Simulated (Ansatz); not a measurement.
# CH5NOSi: how energies converge with the basis set

How large a basis does CH5NOSi need? Two functionals are run in growing sets.

The runs use Ansatz 0.2.0, Gaussian basis; one geometry, several basis sets.

Plan: PBE0-D4/def2-SVP; ωB97M-V/def2-SVP; PBE0-D4/def2-QZVPP; ωB97M-V/def2-QZVPP; the functionals' def2-TZVPP values are taken from earlier runs.

### Step 1. The relaxed structure

The geometry comes from an earlier relaxation with PBE0-D4 in a triple-zeta def2 set; it is a stationary point, not always the lowest conformer.

SMILES `OC1N[SiH2]1`, 9 atoms, charge 0, spin multiplicity 1.

Atoms are counted from 1 here; the program's logs count them from 0.

Bond lengths: O1–C2 1.397 Å, O1–H5 0.962 Å, C2–N3 1.470 Å, C2–Si4 1.846 Å, C2–H6 1.091 Å, N3–Si4 1.718 Å, N3–H7 1.009 Å, Si4–H8 1.480 Å, Si4–H9 1.480 Å. Angles: C2–O1–H5 108.4°, O1–C2–N3 117.6°, O1–C2–Si4 116.0°, O1–C2–H6 113.1°, N3–C2–Si4 61.2°, N3–C2–H6 113.5°, Si4–C2–H6 125.3°, C2–N3–Si4 70.3°, C2–N3–H7 118.6°, Si4–N3–H7 130.8°, C2–Si4–N3 48.6°, C2–Si4–H8 116.4°, C2–Si4–H9 126.6°, N3–Si4–H8 121.1°, N3–Si4–H9 116.6°, H8–Si4–H9 113.0°.

As a file:

```mol
CH5NOSi
  3D, bonds by distance, orders not assigned

  9  9  0  0  0  0  0  0  0  0999 V2000
   -1.0371    0.5131   -1.1933 O   0  0
   -0.3777    0.5844    0.0367 C   0  0
    1.0585    0.2712    0.0596 N   0  0
    0.1713   -1.0252    0.7555 Si  0  0
   -0.9418    1.3603   -1.6394 H   0  0
   -0.6383    1.4748    0.6101 H   0  0
    1.5785    0.3250   -0.8036 H   0  0
   -0.1506   -2.2386   -0.0280 H   0  0
    0.4258   -1.3114    2.1852 H   0  0
  1  2  8  0
  2  3  8  0
  3  4  8  0
  1  5  8  0
  2  6  8  0
  3  7  8  0
  4  8  8  0
  4  9  8  0
  2  4  8  0
M  END
```

### Step 2. PBE0-D4 in def2-SVP

Input file in.yaml:

```yaml
crystal:
  periodic: [false, false, false]
  atoms:
    - {symbol: O, position_ang: [-1.037053, 0.513070, -1.193253]}
    - {symbol: C, position_ang: [-0.377726, 0.584351, 0.036672]}
    - {symbol: N, position_ang: [1.058454, 0.271180, 0.059625]}
    - {symbol: Si, position_ang: [0.171338, -1.025156, 0.755542]}
    - {symbol: H, position_ang: [-0.941754, 1.360317, -1.639350]}
    - {symbol: H, position_ang: [-0.638305, 1.474848, 0.610098]}
    - {symbol: H, position_ang: [1.578532, 0.325025, -0.803558]}
    - {symbol: H, position_ang: [-0.150648, -2.238619, -0.028042]}
    - {symbol: H, position_ang: [0.425762, -1.311415, 2.185165]}
basis:
  gaussian: {orbitals: def2-SVP}
hamiltonian: {xc: pbe0, dispersion: d4}
output: {orbitals: {seedname: orbitals}}
```

Run with:

```bash
$ ansatz run in.yaml --threads 2 --pin off --events-out ev --progress --plain --max-ram 4352MiB
```

Output:

```text
Functional definition: PBE0
  name "PBE0"
  cite "Adamo & Barone, J. Chem. Phys. 110, 6158 (1999) doi:10.1063/1.478522"
  cite "Perdew, Burke & Ernzerhof, Phys. Rev. Lett. 77, 3865 (1996) doi:10.1103/PhysRevLett.77.3865"
  parent pbe
  parameter a = 0.25
  parameter kappa = 0.804
  parameter beta = 0.06672455060314922
  exchange = (1 - a)*pbe_x(kappa = kappa, mu = beta*pi^2/3) + a*exact_x
  correlation = pbe_c(beta = beta)
959 factors; their error is unknown
mean field evaluation 1: about -12510.7442 eV, gradient 5.5e1 eV
mean field evaluation 2: about -12501.1710 eV, gradient 8.3e1 eV
mean field evaluation 4: about -12517.0386 eV, gradient 5.4e0 eV
mean field evaluation 8: about -12517.0926 eV, gradient 3.1e-2 eV
mean field evaluation 16: about -12517.1387 eV, gradient 4.8e-5 eV
mean field -12517.13871010 eV, -459.9963631748 hartree, gradient 4.8e-5 eV, S^2 0.000000; 0 other end points of the search recorded, 0 dependent functions left out
reference -12517.13873461 eV, -459.9963640756 hartree; 20, 20 occupied and 65, 65 virtual orbitals, 959 factors
Total energy: -12517.27216637 eV, -460.0012676022 hartree
```

Run time: 1.2 s. Hardware: 2 threads of Arm Neoverse V1, shared host.

### Step 3. ωB97M-V in def2-SVP

in.yaml, as its differences from that of step 2:

```diff
@@ -14,3 +14,3 @@
   gaussian: {orbitals: def2-SVP}
-hamiltonian: {xc: pbe0, dispersion: d4}
+hamiltonian: {xc: {name: wB97M-V}}
 output: {orbitals: {seedname: orbitals}}
```

Same command.

Output (excerpt; [...] marks lines left out):

```text
Functional definition: wB97M-V
  name "wB97M-V"
  cite "Mardirossian & Head-Gordon, J. Chem. Phys. 144, 214110 (2016) doi:10.1063/1.4952647"
  cite "Becke, J. Chem. Phys. 107, 8554 (1997) doi:10.1063/1.475007"
  cite "Vydrov & Van Voorhis, J. Chem. Phys. 133, 244103 (2010) doi:10.1063/1.3521275"
  # Of w^i u^j: cxij and so on, Table III.
[...]
  gx(w, u) = 1 - cx + cx01*u + cx10*w
  gss(w, u) = css00 + css04*u^4 + css10*w + css20*w^2 + css43*w^4*u^3
  gos(w, u) = cos00 + cos10*w + (cos20 + cos21*u)*w^2 + (cos60 + cos61*u)*w^6
[...]
      + integral(e_c_pw_mod_opposite_spin*gos(b97_w_opposite, b97_u_opposite)) + vv10(b, c)
959 factors; their error is unknown
254 factors; integrals over basis functions are off by at most 6.8e-6 eV
[...]
mean field -12523.18314659 eV, -460.2184921187 hartree, gradient 8.8e-5 eV, S^2 0.000000; 0 other end points of the search recorded, 0 dependent functions left out
reference -12523.18318528 eV, -460.2184935408 hartree; 20, 20 occupied and 65, 65 virtual orbitals, 959 factors
Total energy: -12523.18318528 eV, -460.2184935408 hartree
```

Wall time 4.8 s (2 threads of Arm Neoverse V1, shared host).

### Step 4. PBE0-D4 in def2-QZVPP

in.yaml, as its differences from that of step 3:

```diff
@@ -13,4 +13,4 @@
 basis:
-  gaussian: {orbitals: def2-SVP}
-hamiltonian: {xc: {name: wB97M-V}}
+  gaussian: {orbitals: "def2-QZVPP.json"}
+hamiltonian: {xc: pbe0, dispersion: d4}
 output: {orbitals: {seedname: orbitals}}
```

Same command.

Output:

```text
Functional definition: PBE0
  name "PBE0"
  cite "Adamo & Barone, J. Chem. Phys. 110, 6158 (1999) doi:10.1063/1.478522"
  cite "Perdew, Burke & Ernzerhof, Phys. Rev. Lett. 77, 3865 (1996) doi:10.1103/PhysRevLett.77.3865"
  parent pbe
  parameter a = 0.25
  parameter kappa = 0.804
  parameter beta = 0.06672455060314922
  exchange = (1 - a)*pbe_x(kappa = kappa, mu = beta*pi^2/3) + a*exact_x
  correlation = pbe_c(beta = beta)
1219 factors; their error is unknown
mean field evaluation 1: about -12516.6886 eV, gradient 6.9e1 eV
mean field evaluation 2: about -12495.9790 eV, gradient 1.1e2 eV
mean field evaluation 4: about -12525.9196 eV, gradient 8.5e0 eV
mean field evaluation 8: about -12526.0507 eV, gradient 3.5e-1 eV
mean field evaluation 16: about -12526.0508 eV, gradient 2.7e-5 eV
mean field -12526.05078888 eV, -460.3238760293 hartree, gradient 2.7e-5 eV, S^2 0.000000; 0 other end points of the search recorded, 0 dependent functions left out
reference -12526.05082558 eV, -460.3238773779 hartree; 20, 20 occupied and 371, 371 virtual orbitals, 1219 factors
Total energy: -12526.18425734 eV, -460.3287809045 hartree
```

Wall time 9.5 s (2 threads of Arm Neoverse V1, shared host); peak memory 1 GiB.

### Step 5. ωB97M-V in def2-QZVPP

in.yaml, as its differences from that of step 4:

```diff
@@ -14,3 +14,3 @@
   gaussian: {orbitals: "def2-QZVPP.json"}
-hamiltonian: {xc: pbe0, dispersion: d4}
+hamiltonian: {xc: {name: wB97M-V}}
 output: {orbitals: {seedname: orbitals}}
```

Same command.

Output (excerpt; [...] marks lines left out):

```text
Functional definition: wB97M-V
  name "wB97M-V"
  cite "Mardirossian & Head-Gordon, J. Chem. Phys. 144, 214110 (2016) doi:10.1063/1.4952647"
  cite "Becke, J. Chem. Phys. 107, 8554 (1997) doi:10.1063/1.475007"
  cite "Vydrov & Van Voorhis, J. Chem. Phys. 133, 244103 (2010) doi:10.1063/1.3521275"
  # Of w^i u^j: cxij and so on, Table III.
[...]
  gx(w, u) = 1 - cx + cx01*u + cx10*w
  gss(w, u) = css00 + css04*u^4 + css10*w + css20*w^2 + css43*w^4*u^3
  gos(w, u) = cos00 + cos10*w + (cos20 + cos21*u)*w^2 + (cos60 + cos61*u)*w^6
[...]
      + integral(e_c_pw_mod_opposite_spin*gos(b97_w_opposite, b97_u_opposite)) + vv10(b, c)
1199 factors; their error is unknown
313 factors; integrals over basis functions are off by at most 1.1e-5 eV
[...]
mean field -12532.24761885 eV, -460.5516053300 hartree, gradient 7.5e-5 eV, S^2 0.000000; 0 other end points of the search recorded, 0 dependent functions left out
reference -12532.24767823 eV, -460.5516075122 hartree; 20, 20 occupied and 371, 371 virtual orbitals, 1199 factors
Total energy: -12532.24767823 eV, -460.5516075122 hartree
```

Wall time 25 s (2 threads of Arm Neoverse V1, shared host); peak memory 1.2 GiB.

### Step 6. Functionals by basis

The def2-TZVPP values come from earlier runs at the same geometry.

| functional | basis | functions | energy (eV) | from the largest (eV) | HOMO (eV) | LUMO (eV) |
| --- | --- | --- | --- | --- | --- | --- |
| PBE0-D4 | def2-SVP | 85 | -12517.2722 | 8.912 | -6.53 | 0.32 |
| PBE0-D4 | def2-TZVPP | 205 | -12525.6378 | 0.546 | -6.66 | -0.16 |
| PBE0-D4 | def2-QZVPP | 391 | -12526.1843 | 0.000 | -6.70 | -0.30 |
| ωB97M-V | def2-SVP | 85 | -12523.1832 | 9.064 | -8.76 | 2.25 |
| ωB97M-V | def2-TZVPP | 205 | -12531.7337 | 0.514 | -8.91 | 1.53 |
| ωB97M-V | def2-QZVPP | 391 | -12532.2477 | 0.000 | -8.95 | 1.19 |

### Step 7. Summary of results

```
                                       quantity          value
PBE0-D4: double and triple zeta above quadruple  8.91, 0.55 eV
ωB97M-V: double and triple zeta above quadruple  9.06, 0.51 eV
```

PBE0-D4 gains 8.37 eV from double to triple zeta, then 0.55 eV more. Total energies overstate the basis error of differences, where much of it tends to cancel. The LUMO of ωB97M-V is positive and keeps falling with the basis (2.25 to 1.19 eV): an unbound level that the basis holds in place.

For PBE0-D4 the largest set took about 8 times as long as the smallest (9.5 s against 1.2 s).
